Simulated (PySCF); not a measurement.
# DyBr: from the state search to spectroscopic constants

An exercise on one series of results from a longer session: the logs are not shown, and one member is left open.

Computed with PySCF 2.14.0. Level: Dy x2c-SVPall, Br x2c-SVPall, spin-free X2C with a Gaussian nucleus.

Set-up of the first run:

Settings of the job:

| Property | Result |
| --- | --- |
| atoms | Dy, Br |
| charge | 0 |
| basis | Dy x2c-SVPall, Br x2c-SVPall |
| Hamiltonian | spin-free X2C with a Gaussian nucleus |
| basis functions | 117 |
| electrons treated | 101 |
| masses in u | 163.9292, 78.9183 |
| levels | PBE0, PBE, r²SCAN, BP86, r²SCAN0, ωB97X, HF, MP2, SCS-MP2 |
| grid | 80 radial by 434 angular points |
| occupations | held fixed by the projection of orbital angular momentum |
| dissociation limit | Dy + Br, each in its ground configuration |
| starting distance in angstrom | 2.615 |
| values of 2S to try | 3, 5, 7 |

Launch:

```
$ OMP_NUM_THREADS=4 python dia.py task.json out
```

Steps of the session up to this table: Input; PBE0 along the bond; Other states along the same grid; PBE (GGA); r²SCAN (meta-GGA); BP86; r²SCAN0; ωB97X; ROHF.

One table of the session follows, with a row left open; its other results are not shown here.

Energy (eV) from each level's lowest point:

| R (Å) | ROHF | ROHF-MP2 | ROHF-SCS-MP2 | PBE | BP86 |
| --- | --- | --- | --- | --- | --- |
| 2.275 | 1.397 | 0.853 | 0.977 | 1.035 | 1.048 |
| 2.381 | 0.704 | 0.338 | 0.418 | 0.483 | 0.491 |
| 2.486 | 0.291 | 0.077 | 0.120 | 0.170 | 0.174 |
| 2.566 | ? | ? | ? | ? | ? |
| 2.645 | 0.025 | 0.000 | 0.000 | 0.000 | 0.000 |
| 2.724 | 0.000 | 0.055 | 0.038 | 0.006 | 0.004 |
| 2.830 | 0.041 | 0.192 | 0.153 | 0.076 | 0.072 |
| 2.962 | 0.175 | 0.426 | 0.366 | 0.230 | 0.224 |
| 3.121 | 0.406 | 0.756 | 0.676 | 0.471 | 0.463 |
| 3.333 | 0.771 | 1.224 | 1.124 | 0.831 | 0.820 |

Estimate the missing values for R (Å) = 2.566.

Worked estimate for «ROHF». A straight line through the neighbours (2.486, 0.291) and (2.645, 0.025) gives 0.291 + (0.025 − 0.291) × (2.566 − 2.486) / (2.645 − 2.486) = 0.157; a parabola fitted to 4 rows on both sides gives 0.109.

The run gave: ROHF: 0.115; ROHF-MP2: 0.001; ROHF-SCS-MP2: 0.021; PBE: 0.049; BP86: 0.051. In «ROHF» the line misses by +0.042 and the parabola by -0.006.

Caveats from the session: The state is the lowest single determinant that the PBE0 search found; with open d or f shells the true ground state can be another one. At some levels the lowest empty orbital lies below the highest filled one (the two can be of opposite spin).
